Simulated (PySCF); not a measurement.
# Ways to converge the SCF of HBr

The same problem is solved with other solver options, one edit a run.

The runs use PySCF 2.14.0; each script names its method and basis.

2 further runs of the same task are left out: 2 that didn't finish.

### Step 1. The system as given

HBr: 2 atoms, charge 0, spin multiplicity 1.

Bond lengths: H1–Br2 1.363 Å.

### Step 2. Base script

Contents of input.py:

```python
from pyscf import gto, dft

mol = gto.M(
    atom='H 0 0 0; Br 0 0 1.363',
    basis='aug-cc-pvdz',
    charge=0,
    spin=0,
    verbose=4,
)
mf = dft.RKS(mol, xc='mn15')
mf.kernel()
g = mf.nuc_grad_method()
g.grid_response = True
g.kernel()
mf.dip_moment()
print('orbital energies (hartree):', mf.mo_energy[..., max(0, mol.nelec[1]-3):mol.nelec[0]+3].round(4))
```

Command:

```bash
$ OMP_NUM_THREADS=1 python input.py
```

The log of this run is left out.

Base result: E(SCF) = -2575.047356 Eh, 7 cycles, μ = 0.89 D, gradient on the second atom -0.0334 Eh/bohr.

The bond length is a typed value, not an optimised one.

### Step 3. Cycle limit 200

Variant 1 changes cycle limit: 50 → 200.

input.py: that of step 2 with these lines changed.

```diff
@@ -10,2 +10,3 @@
 mf = dft.RKS(mol, xc='mn15')
+mf.max_cycle = 200
 mf.kernel()
```

Command:

```bash
$ OMP_NUM_THREADS=1 python input.py
```

The program printed:

```text
PySCF version 2.14.0

[INPUT] verbose = 4
[INPUT] num. atoms = 2
[INPUT] num. electrons = 36
[INPUT] charge = 0
[INPUT] spin (= nelec alpha-beta = 2S) = 0
[INPUT] symmetry False subgroup None
[INPUT] Mole.unit = angstrom
[INPUT] Symbol           X                Y                Z      unit          X                Y                Z       unit  Magmom
[INPUT]  1 H      0.000000000000   0.000000000000   0.000000000000 AA    0.000000000000   0.000000000000   0.000000000000 Bohr   0.0
[INPUT]  2 Br     0.000000000000   0.000000000000   1.363000000000 AA    0.000000000000   0.000000000000   2.575696707782 Bohr   0.0

nuclear repulsion = 13.5885564066031
number of shells = 14
number of NR pGTOs = 97
number of NR cGTOs = 45
basis = aug-cc-pvdz
ecp = {}

******** <class 'pyscf.dft.rks.RKS'> ********
method = RKS
initial guess = minao
damping factor = 0
level_shift factor = 0
DIIS = <class 'pyscf.scf.diis.CDIIS'>
diis_start_cycle = 1
diis_space = 8
diis_damp = 0
SCF conv_tol = 1e-09
SCF conv_tol_grad = None
SCF max_cycles = 200
direct_scf = True
direct_scf_tol = 1e-13
XC library pyscf.dft.libxc version 7.0.0
    S. Lehtola, C. Steigemann, M. J.T. Oliveira, and M. A.L. Marques.,  SoftwareX 7, 1–5 (2018)
XC functionals = mn15
    H. S. Yu, X. He, S. L. Li, and D. G. Truhlar.,  Chem. Sci. 7, 5032-5051 (2016)
    H. S. Yu, X. He, S. L. Li, and D. G. Truhlar.,  Chem. Sci. 7, 5032-5051 (2016)
radial grids:
    Treutler-Ahlrichs [JCP 102, 346 (1995); DOI:10.1063/1.469408] (M4) radial grids

becke partition: Becke, JCP 88, 2547 (1988); DOI:10.1063/1.454033
pruning grids: <function nwchem_prune>
grids dens level: 3
symmetrized grids: False
atomic radii adjust function: <function treutler_atomic_radii_adjust>
small_rho_cutoff = 0
Set gradient conv threshold to 3.16228e-05
Initial guess from minao.
tot grids = 30232
init E= -2574.00234277856
  HOMO = -0.354918955481653  LUMO = -0.00364321778972743  gap/eV = 9.55870
cycle= 1 E= -2575.03941929967  delta_E= -1.04  |g|= 0.146  |ddm|= 1.38
  HOMO = -0.340432176620839  LUMO = 0.0088855503120282  gap/eV = 9.50542
cycle= 2 E= -2575.04382031687  delta_E= -0.0044  |g|=  0.1  |ddm|= 0.358
  HOMO = -0.350979426206698  LUMO = 0.0150320409727747  gap/eV = 9.95968
cycle= 3 E= -2575.04731096561  delta_E= -0.00349  |g|= 0.0144  |ddm|= 0.109
  HOMO = -0.349613969023788  LUMO = 0.0159132809599853  gap/eV = 9.94650
cycle= 4 E= -2575.04735480564  delta_E= -4.38e-05  |g|= 0.00166  |ddm|= 0.0149
  HOMO = -0.350105080809619  LUMO = 0.0158824747160589  gap/eV = 9.95903
cycle= 5 E= -2575.04735547658  delta_E= -6.71e-07  |g|= 0.000576  |ddm|= 0.00258
  HOMO = -0.349948361736498  LUMO = 0.0159482773970216  gap/eV = 9.95655
cycle= 6 E= -2575.04735556902  delta_E= -9.24e-08  |g|= 4.09e-05  |ddm|= 0.000676
  HOMO = -0.349958055090173  LUMO = 0.0159447216452593  gap/eV = 9.95672
cycle= 7 E= -2575.04735556974  delta_E= -7.19e-10  |g|= 4.18e-06  |ddm|= 7.28e-05
  HOMO = -0.349955866045941  LUMO = 0.0159456763703005  gap/eV = 9.95669
Extra cycle  E= -2575.04735556975  delta_E= -5.46e-12  |g|= 2.66e-06  |ddm|= 1.3e-05
converged SCF energy = -2575.04735556975

******** <class 'pyscf.grad.rks.Gradients'> for <class 'pyscf.dft.rks.RKS'> ********
unit = Eh/Bohr
grid_response = True
--------------- RKS gradients ---------------
         x                y                z
0 H    -0.0000000000    -0.0000000000     0.0334424854
1 Br     0.0000000000     0.0000000000    -0.0334424854
----------------------------------------------
Dipole moment(X, Y, Z, Debye): -0.00000,  0.00000, -0.89131
orbital energies (hartree): [-0.4889 -0.35   -0.35    0.0159  0.0798  0.1084]
```

It took 3.5 s on 1 thread of Arm Neoverse V1, shared host.

This run: E(SCF) = -2575.047356 Eh (no change), 7 cycles, μ = 0.89 D, gradient on the second atom -0.0334 Eh/bohr.

### Step 4. Second-order solver on

Variant 2 changes second-order solver: off → on.

input.py: that of step 2 with these lines changed.

```diff
@@ -10,2 +10,3 @@
 mf = dft.RKS(mol, xc='mn15')
+mf = mf.newton()
 mf.kernel()
```

Command:

```bash
$ OMP_NUM_THREADS=1 python input.py
```

The program printed:

```text
[... 20 set-up lines left out, the same as in an earlier log ...]
******** <class 'pyscf.soscf.newton_ah.SecondOrderRKS'> ********
method = SecondOrderRKS
[... 9 set-up lines left out, the same as in an earlier log ...]
SCF max_cycles = 50
[... 16 set-up lines left out, the same as in an earlier log ...]
******** <class 'pyscf.dft.rks.RKS'> Newton solver flags ********
SCF tol = 1e-09
conv_tol_grad = None
max. SCF cycles = 50
[... 2 set-up lines left out, the same as in an earlier log ...]
max_cycle_inner = 12
max_stepsize = 0.05
ah_start_tol = 1e+09
ah_level_shift = 0
ah_conv_tol = 1e-12
ah_lindep = 1e-14
ah_start_cycle = 1
ah_max_cycle = 40
ah_grad_trust_region = 2.5
kf_interval = 4
kf_trust_region = 5
canonicalization = True
Set conv_tol_grad to 3.16228e-05
[... 2 set-up lines left out, the same as in an earlier log ...]
  HOMO = -0.354918955481653  LUMO = -0.00364321778972743  gap/eV = 9.55870
Initial guess E= -2575.03941929967  |g|= 0.145554
macro= 0  E= -2575.0473554683  delta_E= -0.00793617  |g|= 0.00985723  3 KF 9 JK
macro= 1  E= -2575.04735556975  delta_E= -1.01453e-07  |g|= 1.69762e-05  2 KF 6 JK
macro= 2  E= -2575.04735556975  delta_E= 4.09273e-12  |g|= 2.42001e-06  1 KF 2 JK
Canonicalize SCF orbitals
macro X = 3  E=-2575.04735556975  |g|= 2.42001e-06  total 7 KF 21 JK
converged SCF energy = -2575.04735556975

******** <class 'pyscf.grad.rks.Gradients'> for <class 'pyscf.soscf.newton_ah.SecondOrderRKS'> ********
unit = Eh/Bohr
grid_response = True
--------------- SecondOrderRKS gradients ---------------
         x                y                z
0 H    -0.0000000000     0.0000000000     0.0334426516
1 Br     0.0000000000    -0.0000000000    -0.0334426516
----------------------------------------------
Dipole moment(X, Y, Z, Debye):  0.00000,  0.00000, -0.89131
orbital energies (hartree): [-0.4889 -0.35   -0.35    0.0159  0.0798  0.1084]
```

Wall time 5.4 s (1 thread of Arm Neoverse V1, shared host); peak memory 0.24 GiB.

This run: E(SCF) = -2575.047356 Eh (no change), 3 macro-iterations, μ = 0.89 D, gradient on the second atom -0.0334 Eh/bohr.

### Step 5. Convergence threshold 1e-05 hartree

Variant 3 changes convergence threshold: default → 1e-05 hartree.

input.py: that of step 2 with these lines changed.

```diff
@@ -10,2 +10,3 @@
 mf = dft.RKS(mol, xc='mn15')
+mf.conv_tol = 1e-05
 mf.kernel()
```

Command:

```bash
$ OMP_NUM_THREADS=1 python input.py
```

The program printed:

```text
[... 29 set-up lines left out, the same as in an earlier log ...]
SCF conv_tol = 1e-05
[... 18 set-up lines left out, the same as in an earlier log ...]
Set gradient conv threshold to 0.00316228
[... 2 set-up lines left out, the same as in an earlier log ...]
init E= -2574.00234277856
  HOMO = -0.354918955481653  LUMO = -0.00364321778972743  gap/eV = 9.55870
cycle= 1 E= -2575.03941929967  delta_E= -1.04  |g|= 0.146  |ddm|= 1.38
  HOMO = -0.340432176620839  LUMO = 0.0088855503120282  gap/eV = 9.50542
cycle= 2 E= -2575.04382031687  delta_E= -0.0044  |g|=  0.1  |ddm|= 0.358
  HOMO = -0.350979426206698  LUMO = 0.0150320409727747  gap/eV = 9.95968
cycle= 3 E= -2575.04731096561  delta_E= -0.00349  |g|= 0.0144  |ddm|= 0.109
  HOMO = -0.349613969023788  LUMO = 0.0159132809599853  gap/eV = 9.94650
cycle= 4 E= -2575.04735480564  delta_E= -4.38e-05  |g|= 0.00166  |ddm|= 0.0149
  HOMO = -0.350105080809619  LUMO = 0.0158824747160589  gap/eV = 9.95903
cycle= 5 E= -2575.04735547658  delta_E= -6.71e-07  |g|= 0.000576  |ddm|= 0.00258
  HOMO = -0.349874331954418  LUMO = 0.0159744517651683  gap/eV = 9.95525
Extra cycle  E= -2575.04735553956  delta_E= -6.3e-08  |g|= 0.000365  |ddm|= 0.000931
converged SCF energy = -2575.04735553956

******** <class 'pyscf.grad.rks.Gradients'> for <class 'pyscf.dft.rks.RKS'> ********
unit = Eh/Bohr
grid_response = True
--------------- RKS gradients ---------------
         x                y                z
0 H    -0.0000000000     0.0000000000     0.0333748935
1 Br     0.0000000000    -0.0000000000    -0.0333748935
----------------------------------------------
Dipole moment(X, Y, Z, Debye):  0.00000, -0.00000, -0.89204
orbital energies (hartree): [-0.4888 -0.3499 -0.3499  0.016   0.0798  0.1084]
```

Wall time 3.3 s (1 thread of Arm Neoverse V1, shared host).

Result: E(SCF) = -2575.047356 Eh (no change), 5 cycles, μ = 0.89 D, gradient on the second atom -0.0334 Eh/bohr.

### Step 6. Level shift 0.1 hartree

Variant 4 changes level shift: none → 0.1 hartree.

input.py: that of step 2 with these lines changed.

```diff
@@ -10,2 +10,3 @@
 mf = dft.RKS(mol, xc='mn15')
+mf.level_shift = 0.1
 mf.kernel()
```

Command:

```bash
$ OMP_NUM_THREADS=1 python input.py
```

The program printed:

```text
[... 24 set-up lines left out, the same as in an earlier log ...]
level_shift factor = 0.1
[... 26 set-up lines left out, the same as in an earlier log ...]
init E= -2574.00234277856
  HOMO = -0.338159842803966  LUMO = 0.0817136193318935  gap/eV = 11.42534
cycle= 1 E= -2575.03501896922  delta_E= -1.03  |g|= 0.176  |ddm|= 1.35
  HOMO = -0.341564593080109  LUMO = 0.105136341723141  gap/eV = 12.15535
cycle= 2 E= -2575.04450045271  delta_E= -0.00948  |g|= 0.093  |ddm|= 0.379
  HOMO = -0.35110021757124  LUMO = 0.114480957653203  gap/eV = 12.66911
cycle= 3 E= -2575.04732315628  delta_E= -0.00282  |g|= 0.0106  |ddm|= 0.0783
  HOMO = -0.349642440348583  LUMO = 0.115865086287183  gap/eV = 12.66711
cycle= 4 E= -2575.04735340058  delta_E= -3.02e-05  |g|= 0.00232  |ddm|= 0.0123
  HOMO = -0.350121739023297  LUMO = 0.115889319172871  gap/eV = 12.68081
cycle= 5 E= -2575.04735540209  delta_E= -2e-06  |g|= 0.000553  |ddm|= 0.00313
  HOMO = -0.34994381291257  LUMO = 0.115946159379135  gap/eV = 12.67751
cycle= 6 E= -2575.04735556236  delta_E= -1.6e-07  |g|= 8.93e-05  |ddm|= 0.00111
  HOMO = -0.349960224538213  LUMO = 0.115943677778009  gap/eV = 12.67789
cycle= 7 E= -2575.04735556948  delta_E= -7.12e-09  |g|= 1.75e-05  |ddm|= 0.000257
  HOMO = -0.349955821544785  LUMO = 0.115945858418151  gap/eV = 12.67783
cycle= 8 E= -2575.04735556974  delta_E= -2.57e-10  |g|= 2.61e-06  |ddm|= 5.52e-05
  HOMO = -0.349956484775227  LUMO = 0.0159455039058658  gap/eV = 9.95670
Extra cycle  E= -2575.04735556975  delta_E= -9.55e-12  |g|= 5.84e-07  |ddm|= 8.84e-06
converged SCF energy = -2575.04735556975

******** <class 'pyscf.grad.rks.Gradients'> for <class 'pyscf.dft.rks.RKS'> ********
unit = Eh/Bohr
grid_response = True
--------------- RKS gradients ---------------
         x                y                z
0 H     0.0000000000    -0.0000000000     0.0334427034
1 Br    -0.0000000000     0.0000000000    -0.0334427034
----------------------------------------------
Dipole moment(X, Y, Z, Debye):  0.00000, -0.00000, -0.89132
orbital energies (hartree): [-0.4889 -0.35   -0.35    0.0159  0.0798  0.1084]
```

Run time: 3.7 s. Hardware: 1 thread of Arm Neoverse V1, shared host.

Result: E(SCF) = -2575.047356 Eh (no change), 8 cycles, μ = 0.89 D, gradient on the second atom -0.0334 Eh/bohr.

### Step 7. Point-group symmetry on

Variant 5 changes point-group symmetry: off → on.

input.py: that of step 2 with these lines changed.

```diff
@@ -7,2 +7,3 @@
     spin=0,
+    symmetry=True,
     verbose=4,
```

Command:

```bash
$ OMP_NUM_THREADS=1 python input.py
```

The program printed:

```text
[... 7 set-up lines left out, the same as in an earlier log ...]
[INPUT] symmetry True subgroup None
[... 6 set-up lines left out, the same as in an earlier log ...]
point group symmetry = Coov
symmetry origin: [0.         0.         2.50414958]
symmetry axis x: [1. 0. 0.]
symmetry axis y: [0. 1. 0.]
symmetry axis z: [0. 0. 1.]
num. orbitals of irrep A1 = 19
num. orbitals of irrep E1x = 10
num. orbitals of irrep E1y = 10
num. orbitals of irrep E2x = 3
num. orbitals of irrep E2y = 3
[... 6 set-up lines left out, the same as in an earlier log ...]
******** <class 'pyscf.dft.rks_symm.SymAdaptedRKS'> ********
method = SymAdaptedRKS
[... 23 set-up lines left out, the same as in an earlier log ...]
symmetrized grids: True
[... 2 set-up lines left out, the same as in an earlier log ...]
Freeze 0 electrons in irreps []
    36 free electrons in irreps A1 E1x E1y E2x E2y
[... 3 set-up lines left out, the same as in an earlier log ...]
init E= -2574.00234277856
HOMO (E1y) = -0.354918955481656  LUMO (A1) = -0.00364321778973098  gap/eV = 9.55870
cycle= 1 E= -2575.03941929325  delta_E= -1.04  |g|= 0.146  |ddm|= 1.38
HOMO (E1y) = -0.340432186458553  LUMO (A1) = 0.00888554684864484  gap/eV = 9.50542
cycle= 2 E= -2575.0438203184  delta_E= -0.0044  |g|=  0.1  |ddm|= 0.358
HOMO (E1y) = -0.350979434329165  LUMO (A1) = 0.0150320451848911  gap/eV = 9.95968
cycle= 3 E= -2575.04731096558  delta_E= -0.00349  |g|= 0.0144  |ddm|= 0.109
HOMO (E1y) = -0.34961396564957  LUMO (A1) = 0.0159132891253075  gap/eV = 9.94650
cycle= 4 E= -2575.04735480559  delta_E= -4.38e-05  |g|= 0.00166  |ddm|= 0.0149
HOMO (E1y) = -0.350105071043485  LUMO (A1) = 0.0158824830662971  gap/eV = 9.95903
cycle= 5 E= -2575.04735547661  delta_E= -6.71e-07  |g|= 0.000576  |ddm|= 0.00258
HOMO (E1y) = -0.349948348327277  LUMO (A1) = 0.0159482872198251  gap/eV = 9.95655
cycle= 6 E= -2575.04735556902  delta_E= -9.24e-08  |g|= 4.11e-05  |ddm|= 0.000676
HOMO (E1y) = -0.3499580416322  LUMO (A1) = 0.0159447314933114  gap/eV = 9.95672
cycle= 7 E= -2575.04735556974  delta_E= -7.21e-10  |g|= 4.12e-06  |ddm|= 7.28e-05
HOMO (E1y) = -0.34995587876208  LUMO (A1) = 0.0159456716143502  gap/eV = 9.95669
Extra cycle  E= -2575.04735556975  delta_E= -7.28e-12  |g|= 2.91e-06  |ddm|= 1.3e-05
converged SCF energy = -2575.04735556975

******** <class 'pyscf.grad.rks.Gradients'> for <class 'pyscf.dft.rks_symm.SymAdaptedRKS'> ********
unit = Eh/Bohr
grid_response = True
--------------- SymAdaptedRKS gradients ---------------
         x                y                z
0 H     0.0000000000     0.0000000000     0.0334424911
1 Br     0.0000000000     0.0000000000    -0.0334424911
----------------------------------------------
Dipole moment(X, Y, Z, Debye):  0.00000,  0.00000, -0.89131
orbital energies (hartree): [-0.4889 -0.35   -0.35    0.0159  0.0798  0.1084]
```

Run time: 3.5 s. Hardware: 1 thread of Arm Neoverse V1, shared host.

This run: E(SCF) = -2575.047356 Eh (no change), 7 cycles, μ = 0.89 D, gradient on the second atom -0.0334 Eh/bohr.

### Step 8. Convergence threshold 0.001 hartree

Variant 6 changes convergence threshold: default → 0.001 hartree.

input.py: that of step 2 with these lines changed.

```diff
@@ -10,2 +10,3 @@
 mf = dft.RKS(mol, xc='mn15')
+mf.conv_tol = 0.001
 mf.kernel()
```

Command:

```bash
$ OMP_NUM_THREADS=1 python input.py
```

The program printed:

```text
[... 29 set-up lines left out, the same as in an earlier log ...]
SCF conv_tol = 0.001
[... 18 set-up lines left out, the same as in an earlier log ...]
Set gradient conv threshold to 0.0316228
[... 2 set-up lines left out, the same as in an earlier log ...]
init E= -2574.00234277856
  HOMO = -0.354918955481653  LUMO = -0.00364321778972743  gap/eV = 9.55870
cycle= 1 E= -2575.03941929967  delta_E= -1.04  |g|= 0.146  |ddm|= 1.38
  HOMO = -0.340432176620839  LUMO = 0.0088855503120282  gap/eV = 9.50542
cycle= 2 E= -2575.04382031687  delta_E= -0.0044  |g|=  0.1  |ddm|= 0.358
  HOMO = -0.350979426206698  LUMO = 0.0150320409727747  gap/eV = 9.95968
cycle= 3 E= -2575.04731096561  delta_E= -0.00349  |g|= 0.0144  |ddm|= 0.109
  HOMO = -0.349613969023788  LUMO = 0.0159132809599853  gap/eV = 9.94650
cycle= 4 E= -2575.04735480564  delta_E= -4.38e-05  |g|= 0.00166  |ddm|= 0.0149
  HOMO = -0.350189161500823  LUMO = 0.0158625917304915  gap/eV = 9.96078
Extra cycle  E= -2575.04735536372  delta_E= -5.58e-07  |g|= 0.000996  |ddm|= 0.00284
converged SCF energy = -2575.04735536372

******** <class 'pyscf.grad.rks.Gradients'> for <class 'pyscf.dft.rks.RKS'> ********
unit = Eh/Bohr
grid_response = True
--------------- RKS gradients ---------------
         x                y                z
0 H     0.0000000000     0.0000000000     0.0335741603
1 Br    -0.0000000000    -0.0000000000    -0.0335741603
----------------------------------------------
Dipole moment(X, Y, Z, Debye):  0.00000,  0.00000, -0.89185
orbital energies (hartree): [-0.4891 -0.3502 -0.3502  0.0159  0.0797  0.1083]
```

Run time: 3.1 s. Hardware: 1 thread of Arm Neoverse V1, shared host.

Outcome: E(SCF) = -2575.047355 Eh (no change), 4 cycles, μ = 0.89 D, gradient on the second atom -0.0336 Eh/bohr.

### Step 9. Side by side

```csv
run,E(SCF) (hartree),from base (eV),cycles,gap (eV),SCF dipole (D)
base,-2575.047356,0,7,9.96,0.89
cycle limit 200,-2575.047356,0.0000,7,9.96,0.89
second-order solver on,-2575.047356,0.0000,3 macro,9.96,0.89
convergence threshold 1e-05 hartree,-2575.047356,0.0000,5,9.96,0.89
level shift 0.1 hartree,-2575.047356,0.0000,8,9.96,0.89
point-group symmetry on,-2575.047356,0.0000,7,9.96,0.89
convergence threshold 0.001 hartree,-2575.047355,0.0000,4,9.96,0.89
```

Wall time on 1 thread of Arm Neoverse V1, shared host, start-up included: base 3.6 s; cycle limit 200 3.5 s; second-order solver on 5.4 s; convergence threshold 1e-05 hartree 3.3 s; level shift 0.1 hartree 3.7 s; point-group symmetry on 3.5 s; convergence threshold 0.001 hartree 3.1 s.

Distance from each run's final energy (log10 hartree) by cycle:

```csv
run,cycle 1,cycle 2,cycle 3,cycle 5,cycle 8,cycle 12
base,-2.1,-2.5,-4.4,-7.0,done,done
cycle limit 200,-2.1,-2.5,-4.4,-7.0,done,done
second-order solver on,-7.0,< -11,< -11,done,done,done
convergence threshold 1e-05 hartree,-2.1,-2.5,-4.4,-7.2,done,done
level shift 0.1 hartree,-1.9,-2.5,-4.5,-6.8,-11.0,done
point-group symmetry on,-2.1,-2.5,-4.4,-7.0,done,done
convergence threshold 0.001 hartree,-2.1,-2.5,-4.4,done,done,done
```

In words: No change of the SCF energy comes from cycle limit 200 or second-order solver on or convergence threshold 1e-05 hartree or level shift 0.1 hartree or point-group symmetry on or convergence threshold 0.001 hartree. With cycle limit 200, level shift 0.1 hartree, point-group symmetry on the path hardly changes: 7 to 8 cycles against 7.
